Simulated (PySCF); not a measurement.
# CH₈AlNS: electronic excitations and core binding energies

What electronic excitations and core binding energies should CH₈AlNS (`[NH3+][AlH2-][CH2]S`) show?

Computed with PySCF 2.14.0, with density-fitted response routines of our own, on a single molecule in the gas phase. Atoms are numbered from 0 throughout.

### Step 1. The starting structure

12 atoms, charge 0, multiplicity 1; geometry from: GFN2-xTB.

Bonds of the start (Å): N0–Al1 2.06, Al1–C2 2.01, C2–S3 1.87, N0–H4 1.02, N0–H5 1.02, N0–H6 1.02, Al1–H7 1.56, Al1–H8 1.57, C2–H9 1.10, C2–H10 1.09, S3–H11 1.33.

### Step 2. Ultraviolet spectrum: B3LYP/def2-SVPD

Job settings and geometry (Å):

```
{"job": {"kind": "uv", "xc": "B3LYP", "basis": "def2-SVPD", "nstates": 8, "ntriplets": 3}, "charge": 0, "multiplicity": 1}
N      1.874754     0.014492    -0.232839
Al     0.028257     0.313047     0.618335
C     -1.206023    -0.674146    -0.630323
S     -2.445910    -0.010297     0.597872
H      2.105038    -0.969924    -0.346622
H      2.524530     0.414568     0.436904
H      2.008959     0.483622    -1.125268
H      0.346604    -0.430962     1.952000
H      0.031192     1.877962     0.560868
H     -1.241379    -1.753163    -0.432229
H     -1.642021    -0.526784    -1.621490
H     -2.382802     1.260900     0.196765
```

Method: TDDFT B3LYP/def2-SVPD, vertical, gas phase, core orbitals frozen in the response.

On the command line:

```console
$ OMP_NUM_THREADS=1 python probes_run.py task.json out
```

The driver reads the jobs from task.json and runs them one after another.

**Question.** This job is followed by: delta-SCF UKS SCAN, pcX-2 on the ionised atom, pcseg-1 elsewhere, spin-free X2C. What will the session give for the following? lowest singlet (B3LYP/def2-SVPD); lowest triplet; N1s binding energies, SCAN/pcX-2; Al1s binding energies, SCAN/pcX-2; Al2p binding energies, SCAN/pcX-2; C1s binding energies, SCAN/pcX-2; S1s binding energies, SCAN/pcX-2; S2p binding energies, SCAN/pcX-2.

The runs gave:

| quantity | value |
| --- | --- |
| lowest singlet (B3LYP/def2-SVPD) | 4.63 eV (268 nm), f = 0.072 |
| lowest triplet | 4.42 eV |
| N1s binding energies, SCAN/pcX-2 | N0 407.37 eV |
| Al1s binding energies, SCAN/pcX-2 | Al1 1565.12 eV |
| Al2p binding energies, SCAN/pcX-2 | Al1 78.75 eV |
| C1s binding energies, SCAN/pcX-2 | C2 289.77 eV |
| S1s binding energies, SCAN/pcX-2 | S3 2476.83 eV |
| S2p binding energies, SCAN/pcX-2 | S3 169.44 eV |

**Reading.** The lowest singlet, at 4.63 eV, is HOMO→LUMO 0.97 and is bright. The lowest triplet lies 0.21 eV below the lowest singlet (triplets in Tamm-Dancoff, singlets in full TDDFT).
